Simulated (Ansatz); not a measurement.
# Ta3Cu (I4/mmm) in Ansatz: convergence with scf convergence dr2 threshold

Aim: find how far scf convergence dr2 threshold must go before the results for Ta3Cu settle, at PBE. This setting moves, with any that are tied to it; all else stays.

All numbers are computed with Ansatz 0.2.0; they aren't measurements. Logs are shortened: lines on timing, memory, paths and dates and some standing lists are left out, and cuts for length are marked.

**1. The crystal as given**

Symmetry: I4/mmm, No. 139, tetragonal system. The conventional cell has a = 4.013 Å, b = 4.013 Å, c = 8.416 Å, α = 90.00°, β = 90.00°, γ = 90.00°. Ta (site symmetry 4/mmm) is surrounded by 4 Cu at 2.84 Å and 8 Ta at 2.91 Å. Around Ta (site symmetry -4m2) lie 8 Ta at 2.84 to 2.91 Å and 4 Cu at 2.91 Å. Around Cu (site symmetry 4/mmm) lie 12 Ta at 2.84 to 2.91 Å.

The cell comes from a database or a generator and needn't be the stable form of this composition.

**2. With scf convergence dr2 threshold 0.01**

Contents of input.yaml:

```yaml
crystal:
  lattice:
    - [-2.006507, 2.006507, 4.20817]
    - [2.006507, -2.006507, 4.20817]
    - [2.006507, 2.006507, -4.20817]
  atoms:
    - { symbol: Ta, position: [0.5, 0.5, 0.0] }
    - { symbol: Ta, position: [0.25, 0.75, 0.5] }
    - { symbol: Ta, position: [0.75, 0.25, 0.5] }
    - { symbol: Cu, position: [0.0, 0.0, 0.0] }
hamiltonian:
  xc: pbe
  pseudopotentials: { kind: paw }
kpoints:
  mp_grid: { grid: [8, 8, 8] }
scf:
  occupations: { method: methfessel_paxton, width: 0.1 }
  convergence: { dr2_threshold: 0.01 }
output:
  forces: true
  stress: true
  eigenvalues: true
```

Potentials or basis: Ansatz PAW.

Started as:

```bash
ansatz run input.yaml --threads 2 --pin off --max-ram 5632MiB --backend cpu --events-out ev --progress --plain --runs-dir out
```

Standard output:

```text
Warning: scf.convergence.dr2_threshold = 1e-2 eV is looser than this run's default, which is 1e-7 eV or tighter. The error in the forces grows as the threshold's square root, so leave the key out unless less accurate forces are enough
Warning: output.stress: scf.convergence.dr2_threshold = 1e-2 eV is looser than the 4e-10 eV advised for a printed stress (1e-10 eV for each atom of the cell: 4). What an SCF threshold leaves in a stress goes as its square root, and in the free energy as the threshold itself, and one threshold admits the most on a small cell: of the crystals measured, under no hybrid functional and no lock of the moments, on runs that ended without the residual-converged pass, on stresses that held no estimate of that error, the worst erred by over 100 MPa in a component at 1e-7 eV an atom and by under 5 at 1e-10. Set scf.convergence.dr2_threshold to 4e-10 eV or tighter. The threshold is an SCF's pass mark: one that does not reach it within its budget of iterations ends unconverged, or closes short of it on a stop that the run arms, and scf.convergence.dr2_threshold's page says what that costs each kind of run
Warning: RAYON_NUM_THREADS=2 ignored (pool sized by the plan → 2); use --threads N
Engine: ansatz 0.2.0, aarch64-unknown-linux-gnu
Pseudopotentials: kind: paw
Pseudopotential: Ta, paw, valence charge 13, recommended cutoff 420 eV (normal), Ta.paw.azcp
Pseudopotential: Cu, paw, valence charge 19, recommended cutoff 420 eV (normal), Cu.paw.azcp
Functional definition: PBE
  parameter kappa = 0.804
  parameter beta = 0.06672455060314922
  exchange = pbe_x(kappa = kappa, mu = beta*pi^2/3)
  correlation = pbe_c(beta = beta)
Crystal: 4 atoms, lattice volume = 67.770 Å³
Basis set: ecut = 420 eV, 1347 PW (Γ), exchange–correlation on 72×72×72 points (8 copies of the dense FFT grid, shifted against one another)
Bands: 35, of which v1, the nominal top of the filled ones, is band 29 counted from 1 (28 counted from 0)
Symmetry: 16 space group operations
Space group: I4/mmm (ITA 139), of the structure as read, at distance tolerance 4.1e-5 Å
k-points: 59 of 512
[... 25 lines left out ...]
  E_nonlocal   = 426.890370
  E_hartree    = 2727.789415
  E_xc         = -744.735130
  E_vxc        = -727.456721  (∫ρ·V_xc dr)
  E_paw        = -26846.371182  (= ΣΔE_a)
  E_vpaw       = -778.799315  (= ΣTr[D̂ρ^β])
  E_aug_tail   = 0.000769  (compensation charges beyond the density's cutoff)
  E_ewald      = -6917.736223
  E_smearing   = 0.001475  (= −TS)
  E_closure    = -0.000000  (closes the sum)
  Σ components = -36421.288966   (vs F -36421.288966, Δ=0.00e0)
--- Forces (eV/Å), atoms counted from 1 ---
  atom   1  Ta     0.00000000     0.00000000     0.00000000
  atom   2  Ta     0.00000000    -0.00000000     0.00000000
  atom   3  Ta    -0.00000000    -0.00000000     0.00000000
  atom   4  Cu     0.00000000     0.00000000    -0.00000000
  max |Σ_I F_I| component: 3.47e-18 eV/Å
--- Stress (GPa, compression-positive) ---
        0.505434       0.000000       0.000000
        0.000000       0.505434       0.000000
        0.000000       0.000000       0.717552
  P = ⅓ Tr σ = 0.5761 GPa (5.761 kbar)
--- Band table (eV; the first three rows and the last of 59) ---
  k-point 0: bands = ["-94.9148", "-52.2815", "-52.2815", "-52.2244", "-49.5142", "-49.3932", "-49.3595", "-16.4413", "-16.3071", "-16.3071", "-16.0826", "-16.0826", "-15.9216", "-15.5087", "-15.5087", "-15.4953", "9.6502", "13.3572", "14.1121", "14.3119", "14.6363", "14.8488", "14.8488", "15.8876", "16.2093", "16.4567", "16.4567", "17.9330", "17.9330", "18.1846", "20.0747", "20.3712", "20.5626", "20.8906", "22.4247"]
  k-point 1: bands = ["-94.9148", "-52.2815", "-52.2815", "-52.2244", "-49.5048", "-49.3943", "-49.3676", "-16.4597", "-16.2807", "-16.1909", "-16.1644", "-16.0908", "-15.8515", "-15.6393", "-15.5065", "-15.5008", "10.0725", "13.6443", "14.2807", "14.4414", "14.7402", "14.8483", "15.0304", "15.4595", "16.1259", "16.5187", "16.7145", "17.5854", "17.8226", "18.1627", "19.0671", "20.5405", "20.6757", "20.9879", "21.9025"]
  k-point 2: bands = ["-94.9148", "-52.2816", "-52.2815", "-52.2244", "-49.4808", "-49.3983", "-49.3871", "-16.5164", "-16.2850", "-16.1920", "-16.1330", "-15.9207", "-15.9026", "-15.7552", "-15.5455", "-15.4855", "11.2217", "14.1904", "14.2917", "14.3530", "14.6861", "14.7431", "14.8899", "15.9928", "16.1864", "16.8457", "16.9097", "17.2697", "17.6097", "17.8162", "18.3549", "19.7099", "20.7274", "21.3324", "21.3683"]
  k-point 58: bands = ["-94.9148", "-52.2815", "-52.2815", "-52.2245", "-49.4706", "-49.4370", "-49.3597", "-16.4553", "-16.4553", "-16.1227", "-15.9066", "-15.8831", "-15.8831", "-15.8518", "-15.5529", "-15.5529", "12.2251", "12.2533", "13.3277", "13.5275", "14.0986", "14.0986", "14.5296", "15.5251", "15.9011", "16.6597", "16.6597", "17.0558", "18.3648", "20.1741", "20.3461", "20.3461", "21.2717", "21.3154", "21.3154"]
```

Run time: 3.1 s. Hardware: 2 threads of Arm Neoverse V2, shared host; peak memory 0.41 GiB.

Results:

| Item | Value |
| --- | --- |
| Free energy | -36421.2890 eV |
| Pressure | 0.6 GPa |
| Band gap on the k mesh | none (metal or under the smearing width) |

**3. With scf convergence dr2 threshold 0.001**

Changes to input.yaml since step 2:

```diff
@@ -17,3 +17,3 @@
   occupations: { method: methfessel_paxton, width: 0.1 }
-  convergence: { dr2_threshold: 0.01 }
+  convergence: { dr2_threshold: 0.001 }
 output:
```

Potentials or basis: Ansatz PAW.

Started as:

```bash
ansatz run input.yaml --threads 2 --pin off --max-ram 5632MiB --backend cpu --events-out ev --progress --plain --runs-dir out
```

It took 3.3 s on 2 threads of Arm Neoverse V2, shared host; peak memory 0.41 GiB.

What came out:

- Free energy: -36421.2925 eV
- Pressure: 0.4 GPa
- Band gap on the k mesh: none (metal or under the smearing width)

**4. With scf convergence dr2 threshold 0.0001**

Changes to input.yaml since step 3:

```diff
@@ -17,3 +17,3 @@
   occupations: { method: methfessel_paxton, width: 0.1 }
-  convergence: { dr2_threshold: 0.001 }
+  convergence: { dr2_threshold: 0.0001 }
 output:
```

Started as:

```bash
ansatz run input.yaml --threads 2 --pin off --max-ram 5632MiB --backend cpu --events-out ev --progress --plain --runs-dir out
```

Run time: 3.3 s. Hardware: 2 threads of Arm Neoverse V2, shared host; peak memory 0.41 GiB.

Results:

```yaml
Free_energy: -36421.2925 eV
Pressure: 0.4 GPa
Band_gap_on_the_k_mesh: none (metal or under the smearing width)
```

**5. With scf convergence dr2 threshold 1e-05**

Changes to input.yaml since step 4:

```diff
@@ -17,3 +17,3 @@
   occupations: { method: methfessel_paxton, width: 0.1 }
-  convergence: { dr2_threshold: 0.0001 }
+  convergence: { dr2_threshold: 1.0e-05 }
 output:
```

Started as:

```bash
ansatz run input.yaml --threads 2 --pin off --max-ram 5632MiB --backend cpu --events-out ev --progress --plain --runs-dir out
```

Run time: 3.3 s. Hardware: 2 threads of Arm Neoverse V2, shared host; peak memory 0.41 GiB.

What came out:

| Item | Value |
| --- | --- |
| Free energy | -36421.2925 eV |
| Pressure | 0.4 GPa |
| Band gap on the k mesh | none (metal or under the smearing width) |

**6. With scf convergence dr2 threshold 1e-06**

Changes to input.yaml since step 5:

```diff
@@ -17,3 +17,3 @@
   occupations: { method: methfessel_paxton, width: 0.1 }
-  convergence: { dr2_threshold: 1.0e-05 }
+  convergence: { dr2_threshold: 1.0e-06 }
 output:
```

Potentials or basis: Ansatz PAW.

Started as:

```bash
ansatz run input.yaml --threads 2 --pin off --max-ram 5632MiB --backend cpu --events-out ev --progress --plain --runs-dir out
```

Run time: 3.5 s. Hardware: 2 threads of Arm Neoverse V2, shared host; peak memory 0.41 GiB.

The run converged. Its results:

| Item | Value |
| --- | --- |
| Free energy | -36421.2925 eV |
| Pressure | 0.4 GPa |
| Band gap on the k mesh | none (metal or under the smearing width) |

**7. With scf convergence dr2 threshold 1e-07**

Changes to input.yaml since step 6:

```diff
@@ -17,3 +17,3 @@
   occupations: { method: methfessel_paxton, width: 0.1 }
-  convergence: { dr2_threshold: 1.0e-06 }
+  convergence: { dr2_threshold: 1.0e-07 }
 output:
```

Started as:

```bash
ansatz run input.yaml --threads 2 --pin off --max-ram 5632MiB --backend cpu --events-out ev --progress --plain --runs-dir out
```

Wall time 3.4 s (2 threads of Arm Neoverse V2, shared host); peak memory 0.41 GiB.

Results (log left out):

* Free energy: -36421.2925 eV
* Pressure: 0.4 GPa
* Band gap on the k mesh: none (metal or under the smearing width)

**8. With scf convergence dr2 threshold 1e-09**

Changes to input.yaml since step 7:

```diff
@@ -17,3 +17,3 @@
   occupations: { method: methfessel_paxton, width: 0.1 }
-  convergence: { dr2_threshold: 1.0e-07 }
+  convergence: { dr2_threshold: 1.0e-09 }
 output:
```

Started as:

```bash
ansatz run input.yaml --threads 2 --pin off --max-ram 5632MiB --backend cpu --events-out ev --progress --plain --runs-dir out
```

Run time: 4 s. Hardware: 2 threads of Arm Neoverse V2, shared host; peak memory 0.41 GiB.

Results (log left out):

- Free energy: -36421.2925 eV
- Pressure: 0.4 GPa
- Band gap on the k mesh: none (metal or under the smearing width)

**9. With scf convergence dr2 threshold 1e-11**

Changes to input.yaml since step 8:

```diff
@@ -17,3 +17,3 @@
   occupations: { method: methfessel_paxton, width: 0.1 }
-  convergence: { dr2_threshold: 1.0e-09 }
+  convergence: { dr2_threshold: 1.0e-11 }
 output:
```

Potentials or basis: Ansatz PAW.

Started as:

```bash
ansatz run input.yaml --threads 2 --pin off --max-ram 5632MiB --backend cpu --events-out ev --progress --plain --runs-dir out
```

Run time: 4.5 s. Hardware: 2 threads of Arm Neoverse V2, shared host; peak memory 0.41 GiB.

The run converged. Its results:

```yaml
Free_energy: -36421.2925 eV
Pressure: 0.4 GPa
Band_gap_on_the_k_mesh: none (metal or under the smearing width)
```

**10. The series at a glance**

| scf convergence dr2 threshold | energy less the tightest run, at zero smearing (meV/atom) | pressure (GPa) | SCF cycles | CPU time (s) | peak memory (GiB) |
| --- | --- | --- | --- | --- | --- |
| 0.01 | 0.87 | 0.58 | 2 | 6 | 0.41 |
| 0.001 | 0.01 | 0.44 | 4 | 6.4 | 0.41 |
| 0.0001 | 0.00 | 0.42 | 5 | 6.4 | 0.41 |
| 1e-05 | 0.00 | 0.42 | 5 | 6.5 | 0.41 |
| 1e-06 | 0.00 | 0.42 | 6 | 6.9 | 0.41 |
| 1e-07 | 0.00 | 0.42 | 7 | 6.6 | 0.41 |
| 1e-09 | 0.00 | 0.42 | 9 | 7.7 | 0.41 |
| 1e-11 | 0.00 | 0.42 | 10 | 8.8 | 0.41 |

Against the tightest run, the energy stays within 1 meV/atom from 0.01 on; the pressure stays within 0.1 GPa from 0.001 on. The tightest run that finished is the yardstick and may itself not be fully converged.
